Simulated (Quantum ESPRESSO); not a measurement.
# Ta in Quantum ESPRESSO: a series of runs, part 4 of 4

Quantum ESPRESSO 7.5.

## Step 5: Work function, PBE

File pw.in:

```
&CONTROL
  calculation = 'scf'
  prefix = 'pwscf'
  outdir = './tmp'
  pseudo_dir = './pseudo'
  tprnfor = .true.
  disk_io = 'low'
/
&SYSTEM
  ibrav = 0
  celldm(1) = 8
  nat = 2
  ntyp = 1
  ecutwfc = 58
  nbnd = 20
  occupations = 'smearing'
  smearing = 'fd'
  degauss = 0.00367493
/
&ELECTRONS
  conv_thr = 2d-09
  electron_maxstep = 150
  mixing_beta = 0.3
  mixing_mode = 'local-TF'
/
ATOMIC_SPECIES
Ta   180.9479 Ta.upf
CELL_PARAMETERS alat
  0.6422659422919  -0.0000000000000   0.0000000000000
 -0.0000000000000   0.6422659422919   0.0000000000000
  0.0000000000000   0.0000000000000   6.7289934763512
ATOMIC_POSITIONS crystal
Ta     1.0000000000    0.5000000000    0.3026400000
Ta     0.5000000000    0.0000000000    0.2239200000
K_POINTS automatic
10 10 1 0 0 0
```

File pp_density.in:

```
&INPUTPP
  prefix = 'pwscf'
  outdir = './tmp'
  filplot = 'density.dat'
  plot_num = 0
/
&PLOT
  nfile = 1
  filepp(1) = 'density.dat'
  iflag = 3
  output_format = 6
  fileout = 'density.cube'
/
```

File pp_potential.in:

```
&INPUTPP
  prefix = 'pwscf'
  outdir = './tmp'
  filplot = 'potential.dat'
  plot_num = 11
/
&PLOT
  nfile = 1
  filepp(1) = 'potential.dat'
  iflag = 3
  output_format = 6
  fileout = 'potential.cube'
/
```

File pp_elf.in:

```
&INPUTPP
  prefix = 'pwscf'
  outdir = './tmp'
  filplot = 'elf.dat'
  plot_num = 8
/
&PLOT
  nfile = 1
  filepp(1) = 'elf.dat'
  iflag = 3
  output_format = 6
  fileout = 'elf.cube'
/
```

Potentials or basis: PseudoDojo 0.4.1 SR PBE standard.

On the command line:

```sh
$ OMP_NUM_THREADS=1 mpirun -n 2 pw.x -nk 2 -in pw.in > pw.out
$ OMP_NUM_THREADS=1 mpirun -n 1 pp.x -in pp_density.in > pp_density.out
$ OMP_NUM_THREADS=1 mpirun -n 1 pp.x -in pp_potential.in > pp_potential.out
$ OMP_NUM_THREADS=1 mpirun -n 1 pp.x -in pp_elf.in > pp_elf.out
```

pw.out:

```text
This program is part of the open-source Quantum ESPRESSO suite
     for quantum simulation of materials; please cite
         "P. Giannozzi et al., J. Phys.:Condens. Matter 21 395502 (2009);
         "P. Giannozzi et al., J. Phys.:Condens. Matter 29 465901 (2017);
         "P. Giannozzi et al., J. Chem. Phys. 152 154105 (2020);
     in publications or presentations arising from this work. More details at

     Message from routine setup:
     using ibrav=0 with symmetry is DISCOURAGED, use correct ibrav instead

     K-points division:     npool     =       2
     Subspace diagonalization in iterative solution of the eigenvalue problem:
     a serial algorithm will be used

     G-vector sticks info
     --------------------
     sticks:   dense  smooth     PW     G-vecs:    dense   smooth      PW
     Sum         489     489    145                84957    84957   14545

     Using Slab Decomposition

     bravais-lattice index     =            0
     lattice parameter (alat)  =       8.0000  a.u.
     unit-cell volume          =    1421.1825 (a.u.)^3
     number of atoms/cell      =            2
     number of atomic types    =            1
     number of electrons       =        26.00
     number of Kohn-Sham states=           20
     kinetic-energy cutoff     =      58.0000  Ry
     charge density cutoff     =     232.0000  Ry
     scf convergence threshold =      2.0E-09
     mixing beta               =       0.3000
     number of iterations used =            8  local-TF  mixing
     Exchange-correlation= PBE
                           (   1   4   3   4   0   0   0)

     celldm(1)=   8.000000  celldm(2)=   0.000000  celldm(3)=   0.000000
     celldm(4)=   0.000000  celldm(5)=   0.000000  celldm(6)=   0.000000

     crystal axes: (cart. coord. in units of alat)
               a(1) = (   0.642266  -0.000000   0.000000 )
               a(2) = (  -0.000000   0.642266   0.000000 )
               a(3) = (   0.000000   0.000000   6.728993 )

     reciprocal axes: (cart. coord. in units 2 pi/alat)
               b(1) = (  1.556987  0.000000 -0.000000 )
               b(2) = (  0.000000  1.556987 -0.000000 )
               b(3) = ( -0.000000 -0.000000  0.148611 )

     PseudoPot. # 1 for Ta read from file:
     Ta.upf
     Pseudo is Norm-conserving + core correction, Zval = 13.0
     Generated using ONCVPSP code by D. R. Hamann
     Using radial grid of 1450 points,  8 beta functions with:
                l(1) =   0
                l(2) =   0
                l(3) =   1
                l(4) =   1
                l(5) =   2
                l(6) =   2
                l(7) =   3
                l(8) =   3

     atomic species   valence    mass     pseudopotential
     Ta               13.00   180.94790     Ta( 1.00)

      8 Sym. Ops. (no inversion) found ( 4 have fractional translation)

   Cartesian axes

     site n.     atom                  positions (alat units)
         1        Ta     tau(   1) = (   0.6422659   0.3211330   2.0364626  )
         2        Ta     tau(   2) = (   0.3211330   0.0000000   1.5067562  )

     number of k points=    21  Fermi-Dirac smearing, width (Ry)=  0.0037
                       cart. coord. in units 2pi/alat
        k(    1) = (   0.0000000   0.0000000   0.0000000), wk =   0.0200000
        k(    2) = (   0.0000000   0.1556987   0.0000000), wk =   0.0800000
        k(    3) = (   0.0000000   0.3113975   0.0000000), wk =   0.0800000
        k(    4) = (   0.0000000   0.4670962   0.0000000), wk =   0.0800000
        k(    5) = (   0.0000000   0.6227950   0.0000000), wk =   0.0800000
        k(    6) = (   0.0000000  -0.7784937   0.0000000), wk =   0.0400000
[... 13 lines left out ...]
        k(   20) = (   0.6227950  -0.7784937   0.0000000), wk =   0.0800000
        k(   21) = (  -0.7784937  -0.7784937   0.0000000), wk =   0.0200000

     Dense  grid:    84957 G-vectors     FFT dimensions: (  30,  30, 270)

     Initial potential from superposition of free atoms

     starting charge      25.9982, renormalised to      26.0000

     negative rho (up, down):  7.835E-05 0.000E+00
     Starting wfcs are   20 randomized atomic wfcs

     Self-consistent Calculation

     iteration #  1     ecut=    58.00 Ry     beta= 0.30
     Davidson diagonalization with overlap
     ethr =  1.00E-02,  avg # of iterations =  4.0

     total energy              =    -260.29119975 Ry
     estimated scf accuracy    <       0.44288103 Ry

     iteration #  2     ecut=    58.00 Ry     beta= 0.30
     Davidson diagonalization with overlap
     ethr =  1.70E-03,  avg # of iterations =  1.1
[... 139 lines left out ...]
     total energy              =    -260.23249673 Ry
     estimated scf accuracy    <       0.00000001 Ry

     iteration # 19     ecut=    58.00 Ry     beta= 0.30
     Davidson diagonalization with overlap
     ethr =  4.61E-11,  avg # of iterations =  3.1

     End of self-consistent calculation

          k = 0.0000 0.0000 0.0000 ( 10587 PWs)   bands (ev):

   -68.3091 -68.2426 -35.2089 -34.5886 -34.2031 -34.2031 -34.0486 -34.0486
    -7.6823  -5.6820  -3.7518  -2.4102  -1.4672  -0.5747   0.3743   1.8805
     1.8805   3.8040   3.9148   4.2853

          k = 0.0000 0.1557 0.0000 ( 10577 PWs)   bands (ev):

   -68.2987 -68.2353 -35.1860 -34.6074 -34.3090 -34.1887 -34.1760 -34.0415
    -7.3594  -5.3567  -3.4781  -2.1569  -1.5125  -0.4030   0.0466   1.6257
     1.9481   3.9905   4.0307   4.3823
[... 103 lines left out ...]
          k = 0.6228-0.7785 0.0000 ( 10620 PWs)   bands (ev):

   -68.0999 -68.0999 -35.3059 -35.3059 -35.0194 -35.0194 -34.6192 -34.6192
    -4.4197  -4.4197  -2.9346  -2.9346   0.8119   0.8119   2.6787   2.6787
     4.4851   4.4851   7.7623   7.7623

          k =-0.7785-0.7785 0.0000 ( 10640 PWs)   bands (ev):

   -68.0911 -68.0911 -35.3374 -35.3374 -35.0690 -35.0690 -34.6145 -34.6145
    -4.6757  -4.6757  -2.9999  -2.9999   1.0609   1.0609   2.5195   2.5195
     5.7524   5.7524   8.2295   8.2295

     the Fermi energy is    -0.5095 ev

!    total energy              =    -260.23249671 Ry
     estimated scf accuracy    <          4.7E-10 Ry
     smearing contrib. (-TS)   =      -0.00100849 Ry
     internal energy E=F+TS    =    -260.23148821 Ry

     The total energy is F=E-TS. E is the sum of the following terms:
     one-electron contribution =   -2133.13027646 Ry
     hartree contribution      =    1060.50177538 Ry
     xc contribution           =     -59.08870047 Ry
     ewald contribution        =     871.48571334 Ry

     convergence has been achieved in  19 iterations

     Forces acting on atoms (cartesian axes, Ry/au):

     atom    1 type  1   force =     0.00000000    0.00000000   -0.00283719
     atom    2 type  1   force =     0.00000000    0.00000000    0.00283719

     Total force =     0.004012     Total SCF correction =     0.000063

=------------------------------------------------------------------------------=
   JOB DONE.
=------------------------------------------------------------------------------=
```

pp_density.out:

```text
This program is part of the open-source Quantum ESPRESSO suite
     for quantum simulation of materials; please cite
         "P. Giannozzi et al., J. Phys.:Condens. Matter 21 395502 (2009);
         "P. Giannozzi et al., J. Phys.:Condens. Matter 29 465901 (2017);
         "P. Giannozzi et al., J. Chem. Phys. 152 154105 (2020);
     in publications or presentations arising from this work. More details at

     IMPORTANT: XC functional enforced from input :
     Exchange-correlation= PBE
                           (   1   4   3   4   0   0   0)
     Any further DFT definition will be discarded
     Please, verify this is what you really want

     G-vector sticks info
     --------------------
     sticks:   dense  smooth     PW     G-vecs:    dense   smooth      PW
     Sum         489     489    145                84957    84957   14545

     Using Slab Decomposition

     Calling punch_plot, plot_num =   0
     Writing data to file  density.dat
     Reading data from file  density.dat

     Writing data to be plotted to file density.cube
     Plot Type: 3D                     Output format: Gaussian cube

=------------------------------------------------------------------------------=
   JOB DONE.
=------------------------------------------------------------------------------=
```

It took 79 s on 2 MPI ranks of Arm Neoverse V2, shared host; peak memory 0.38 GiB.

What came out:

| Quantity | Value |
| --- | --- |
| Free energy | -3540.6435 eV |
| Largest force | 0.073 eV/Å |
| Band gap on the k mesh | none (metal or under the smearing width) |
| Work function of the upper face | 4.63 eV |
| Work function of the lower face | 4.63 eV |

Forces on the atoms (eV/Å):
```
Ta   0.000  0.000 -0.073
Ta   0.000  0.000  0.073
```

Spin-orbit coupling is left out, which matters for the levels of Ta.
